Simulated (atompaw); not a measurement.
# Er: generating and testing a PAW (atompaw) potential

Do these settings give a usable potential? It is generated, then checked for scattering, ghosts and hardness.

Program: atompaw 4.2.0.5. Reference atom: LDA (PW92), scalar-relativistic, spherical and spin-unpolarised. All values are calculated.

### 1 The atom and the settings

The settings as typed:

```
element                 : erbium (Er, Z = 68)
type                    : PAW
frozen core             : [Xe]
valence charge          : 14
reference configuration : 4f12 5d0 6s1 6p0 (charge +1)
partial waves           : 6s (bound): rc 3.00 bohr; 6s channel at 0.65 Ry: rc 3.00 bohr; 6p (bound, empty): rc 3.00 bohr; 6p channel at -0.1 Ry: rc 3.00 bohr; 5d (bound, empty): rc 3.00 bohr; 5d channel at 3.7 Ry: rc 3.00 bohr; 4f (bound): rc 1.10 bohr; 4f channel at 1.1 Ry: rc 1.10 bohr
local potential         : bessel scheme, radius 2.10 bohr
core correction         : smooth core density matched at 2.55 bohr
augmentation charge     : sinc compensation charge, radius 3.00 bohr; PAW radius 3.00 bohr; waves and projectors: custom polynom vanderbiltortho
```

The outer shells as boxes (Hund's rule for the drawing; the calculation is spin-unpolarised):

```
[Xe] core
4f [↑↓][↑↓][↑↓][↑↓][↑↓][↑ ][↑ ]
5d [  ][  ][  ][  ][  ]
6s [↑ ]
6p [  ][  ][  ]
```

An earlier all-electron run gives the scale for the radii.

All-electron outer shells of the reference configuration (LDA (PW92), scalar-relativistic, ld1.x):

```csv
shell,level (eV),outermost node (bohr),outermost maximum (bohr)
5s,-58.76,0.60,1.11
5p,-33.25,0.65,1.28
4f,-10.02,–,0.51
6s,-9.33,1.51,3.14
5d,-6.94,0.73,2.00
6p,-5.62,1.84,4.08
```

### 2 Generating the potential

Input file Er.input:

```
Er 68
LDA-PW scalarrelativistic loggrid 2001 logderivrange -3 5 201
6 6 5 4 0 0
6 0 1
6 1 0
5 2 0
4 3 12
0 0 0
c
c
c
c
c
v
c
c
c
c
v
c
c
v
v
3
3.00 3.00 2.10 2.55
y
0.65
n
y
-0.1
n
y
3.7
n
y
1.1
n
custom polynom vanderbiltortho sinc
bessel
3.00
3.00
3.00
3.00
3.00
3.00
1.10
1.10
PWSCFOUT
UPFDX 0.0125d0 UPFXMIN -7.d0 UPFZMESH 68.d0
END
```

Launch:

```bash
$ atompaw < Er.input > Er.log
```

Before running it: what results should come out? Wanted: cutoffs for 10 and 1 mRy, occupied levels; bound ghosts; largest phase difference near zero energy, channels read; lowest eigenvalue of the overlap; share of valence orbitals outside the PAW sphere; UPF file.

**Answer**, as computed:

| quantity | value |
| --- | --- |
| cutoffs for 10 and 1 mRy, occupied levels | 180 Ry and 300 Ry |
| bound ghosts | s at -69.41 eV, p at -31.80 eV |
| largest phase difference near zero energy, channels read | 0.013 rad |
| lowest eigenvalue of the overlap (Bessel basis) | 0.140 (s) |
| share of valence orbitals outside the PAW sphere | 6s 66 %, 6p 88 %, 5d 36 %, 4f 1 % |
| UPF file | written |

What this shows: A bound ghost (s, p) makes it unfit for use: electrons can fall into a state that the atom doesn't have. Close by lies the frozen 5p level (-33.2 eV). By its cutoff, 180 Ry for the looser tolerance, it is very hard. The slowest occupied level is 4f: taken alone it needs 180 Ry to come within 1 mRy, against 6 Ry or less for 6s. Near zero energy the phases of the channels with partial waves agree within 0.013 rad. These are tests on the free atom; a crystal test is still owed.
